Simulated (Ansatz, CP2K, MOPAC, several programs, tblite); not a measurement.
Energy against volume for Ga4As3P as one 8-atom ordering (I-42m) on the zincblende lattice, at fixed shape and fractional coordinates, computed by several methods (PBE and r2SCAN, where shown, with plane waves in Ansatz); the cell shown is that of r2SCAN. With free coordinates or axes held, a curve is too stiff, and on another method's shape its minimum isn't the method's own volume. It is tetragonal, I-42m (No. 121); a = 5.612 Å, c = 11.221 Å in the conventional setting, 22.09 Å³ an atom. Around P lie 4 Ga at 2.38 Å; around Ga lie 1 P at 2.38 Å and 3 As at 2.44–2.46 Å; around As lie 4 Ga at 2.44 Å; around As lie 4 Ga at 2.46 Å. (Calculated; spin-unpolarised; the phase may be known or hypothetical.) Energies count from each curve's lowest point; fits are third-order Birch-Murnaghan.

```cif
data_structure
_symmetry_space_group_name_H-M 'I-42m'
_symmetry_Int_Tables_number 121
_cell_length_a 5.6118
_cell_length_b 5.6118
_cell_length_c 11.2213
_cell_angle_alpha 90.000
_cell_angle_beta 90.000
_cell_angle_gamma 90.000
_cell_volume 353.38
loop_
_atom_site_label
_atom_site_type_symbol
_atom_site_symmetry_multiplicity
_atom_site_Wyckoff_symbol
_atom_site_fract_x
_atom_site_fract_y
_atom_site_fract_z
_atom_site_occupancy
P1 P 2 a 0.00000 0.00000 0.00000 1
Ga1 Ga 8 i 0.25618 0.25618 0.37715 1
As1 As 4 d 0.50000 0.00000 0.25000 1
As2 As 2 b 0.50000 0.50000 0.00000 1
```

**Question.** PM7 (MOPAC), on the shape of the cell shown, as a cluster of 64 atoms at the zone centre, gives

| V (Å³/atom) | E (meV/atom) |
| --- | --- |
| 19.436 | 422.93 |
| 20.761 | 186.21 |
| 22.086 | 54.92 |
| 23.411 | 0.00 |
| 24.737 | 1.72 |

What equilibrium volume and bulk modulus follow?

**Answer.** V₀ = 24.01 Å³ an atom and B₀ = 107 GPa.

GFN2-xTB (tblite), on the shape of the cell shown, as a cluster of 64 atoms at the zone centre:
```csv
V (Å³/atom),E (meV/atom)
19.436,337.76
20.761,187.13
22.086,89.53
23.411,30.51
24.737,0.00
```
The lowest point is an end point, so the minimum isn't bracketed.

**Question.** PBE/DZVP (CP2K), on the shape of the cell shown, gives
```csv
V (Å³/atom),E (meV/atom)
19.436,169.00
20.761,65.51
22.086,12.88
23.411,0.00
24.737,15.53
```
What equilibrium volume and bulk modulus follow?

**Answer.** V₀ = 23.30 Å³ an atom and B₀ = 63 GPa.

light PBE (260 eV, its own mesh), on the shape of the cell shown:
```csv
V (Å³/atom),E (meV/atom)
20.319,76.21
21.203,19.83
22.086,4.02
22.970,11.19
23.853,0.00
24.737,52.61
```
The points scatter about a smooth fit, as a low cutoff and a light mesh can make them, so no fit is quoted.

**Question.** PBE/SZV (CP2K), on the shape of the cell shown, gives

| V (Å³/atom) | E (meV/atom) |
| --- | --- |
| 19.436 | 254.05 |
| 20.761 | 114.28 |
| 22.086 | 33.90 |
| 23.411 | 0.00 |
| 24.737 | 0.03 |

What equilibrium volume and bulk modulus follow?

**Answer.** V₀ = 24.05 Å³ an atom and B₀ = 67 GPa.
